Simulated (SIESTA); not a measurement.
The system is MgTiNbO4.

```
CELL_PARAMETERS angstrom
4.71026 -2.10295 0.00000
4.71026 2.10295 0.00000
-1.86680 0.00000 3.76678
ATOMIC_POSITIONS crystal
Nb 0.00849 0.00849 0.00928
Ti 0.75856 0.75856 0.25710
Mg 0.50853 0.50853 0.50941
O 0.26641 0.26641 0.26555
O 0.50797 0.50797 0.00863
O 0.75057 0.75057 0.74970
O 0.00899 0.00899 0.50983
```

The cell comes from a database or a generator and needn't be the stable form of this composition.

- Program: SIESTA 5.4.2
- Task: single point
- Functional: PBEsol
- Potentials or basis: PseudoDojo 0.4 standard (PBEsol files)
- Basis: DZP (energy shift 0.003 Ry; two zetas on semicore shells)
- Grid cutoff: 800 Ry
- Energy shift: 0.003 Ry
- k mesh: 7 × 7 × 7
- Occupations: fermi-dirac, width 0.05 eV
- Spin: no spin polarisation

On this cell: pressure -4.5 GPa; largest force 0.252 eV/Å; band gap on the k mesh none (metal or under the smearing width).

The same run follows on a disturbed copy (atoms moved at random, drawn with an rms of 0.05 Å):

```
Nb Ti Mg O
1.0
     4.71026   -2.10295    0.00000
     4.71026    2.10295    0.00000
    -1.86680    0.00000    3.76678
Nb Ti Mg O
1 1 1 4
Direct
  0.01594 0.00414 0.00678
  0.75724 0.76142 0.25782
  0.50810 0.50695 0.50162
  0.26622 0.27631 0.27663
  0.51000 0.51204 0.00666
  0.75435 0.74934 0.75391
  0.00253 0.00925 0.51549
```

Problem. What does the disturbed cell give?

Solution. The energy (extrapolated to zero smearing) moves by +9.1 meV/atom; pressure -3.6 GPa; largest force 1.091 eV/Å; band gap on the k mesh none (metal or under the smearing width).

Forces in eV/Å, atoms in the order of the input:
```
Nb  -0.307  0.762  0.718
Ti  -0.044 -0.015  0.051
Mg   0.224  0.012  0.294
O   -0.696 -0.158 -0.495
O   -0.062 -0.410  0.044
O    0.178  0.074  0.024
O    0.695 -0.265 -0.641
```

Stress tensor (GPa, compression positive):
```
-3.50  0.07 -0.35
 0.07 -3.77 -0.04
-0.35 -0.04 -3.62
```

Caveats: the basis of atomic orbitals isn't converged, which shifts pressures, moduli and gaps; an odd number of electrons without spin polarisation forces a metal; a magnetic or distorted state may lie lower; semilocal functionals often make such compounds metallic where correlation or magnetic order opens a gap, which also shifts bond lengths.
